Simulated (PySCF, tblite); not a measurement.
# C6H13FOSi2: geometry, infrared bands and NMR shifts

What infrared bands and NMR shifts should C6H13FOSi2 (`CO[C@@H]1C=C([SiH2]C)[C@@H](F)[SiH2]1`) show?

The runs use tblite 0.8.0 and PySCF 2.14.0, with density-fitted response routines of our own; the level of theory stands in each step. All values are computed, except where a source is named. Atoms are numbered from 0 throughout.

**1. Starting geometry**

23 atoms, charge 0, multiplicity 1; geometry from: force field or distance geometry start.

Bonds of the start (Å): C0–O1 1.40, O1–C2 1.39, C2–C3 1.46, C3–C4 1.27, C4–Si5 1.88, Si5–C6 1.86, C4–C7 1.48, C7–F8 1.37, C7–Si9 1.91, Si9–C2 1.86, C0–H10 1.12, C0–H11 1.10, C0–H12 1.10, C2–H13 1.11, C3–H14 1.14, Si5–H15 1.46, Si5–H16 1.46, C6–H17 1.10, C6–H18 1.11, C6–H19 1.11, C7–H20 1.10, Si9–H21 1.45, Si9–H22 1.46.

**2. Optimising the geometry with GFN2-xTB**

The job: settings as JSON, then the geometry in Å.

```
{"job": {"kind": "relax", "xc": "GFN2-xTB", "basis": "xTB"}, "charge": 0, "multiplicity": 1}
C     -3.244300     0.912900     1.345600
O     -1.918300     1.011300     0.908700
C     -1.727900     0.063800    -0.096100
C     -0.596700    -0.788300     0.239800
C      0.580700    -0.494400    -0.140300
Si     2.085300    -1.547300     0.256300
C      3.537800    -0.388200     0.342900
C      0.742200     0.733000    -0.957800
F      1.658100     0.602100    -1.973100
Si    -1.035800     0.857300    -1.631700
H     -3.463600    -0.113300     1.725600
H     -3.412700     1.664800     2.130100
H     -3.902500     1.117400     0.483700
H     -2.664300    -0.493700    -0.306800
H     -0.794500    -1.712900     0.869600
H      2.289800    -2.458100    -0.865500
H      1.890200    -2.250300     1.522300
H      3.268800     0.664300     0.518400
H      4.094800    -0.496100    -0.616300
H      4.242100    -0.691200     1.149600
H      0.956100     1.576500    -0.283800
H     -1.143600     0.011800    -2.807200
H     -1.446400     2.245700    -1.803900
```

On the command line:

```console
OMP_NUM_THREADS=1 python probes_run.py task.json out
```

The driver reads the jobs from task.json and runs them one after another.

**Question.** This job is followed by: GFN2-xTB harmonic vibrations, gas phase; GIAO PBE0/pcSseg-1 NMR shielding, non-relativistic, gas phase. What will the session give for the following? strongest single infrared mode (GFN2-xTB); zero-point energy (GFN2-xTB); 13C shifts against TMS (PBE0/pcSseg-1); 1H shifts against TMS (PBE0/pcSseg-1, means over atoms taken as alike); 17O shifts against H2O (PBE0/pcSseg-1); 29Si shifts against TMS (PBE0/pcSseg-1); 19F shifts against CFCl3 (PBE0/pcSseg-1).

As calculated:

| quantity | value |
| --- | --- |
| strongest single infrared mode (GFN2-xTB) | 2203 cm⁻¹, 366 km/mol |
| zero-point energy (GFN2-xTB) | 105.7 kcal/mol |
| 13C shifts against TMS (PBE0/pcSseg-1) | 164.7, 149.1, 98.2, 79.3, 60.5, -7.4 ppm |
| 1H shifts against TMS (PBE0/pcSseg-1, means over atoms taken as alike) | 6.85, 6.20, 4.65, 4.45, 4.44, 4.38, 4.07, 3.44, 0.41 ppm |
| 17O shifts against H2O (PBE0/pcSseg-1) | 51.0 ppm |
| 29Si shifts against TMS (PBE0/pcSseg-1) | -17.7, -48.6 ppm |
| 19F shifts against CFCl3 (PBE0/pcSseg-1) | -251.6 ppm |

**Reading.** Relaxing lowered the energy by 0.775 eV in 240 steps; the close pair that moved most is C3–C4, from 1.272 to 1.330 Å. All 63 modes are real, so the xTB geometry is a minimum. The strongest single mode, at 2203 cm⁻¹, moves mainly H16. Unscaled tight-binding wavenumbers are off by several per cent, some by more. Its intensities can rank the bands wrongly. H14 (hydrogen on an alkene CH) lies farthest downfield among hydrogen, at 6.85 ppm; attached to an sp2 carbon and in the plane of the double bond.
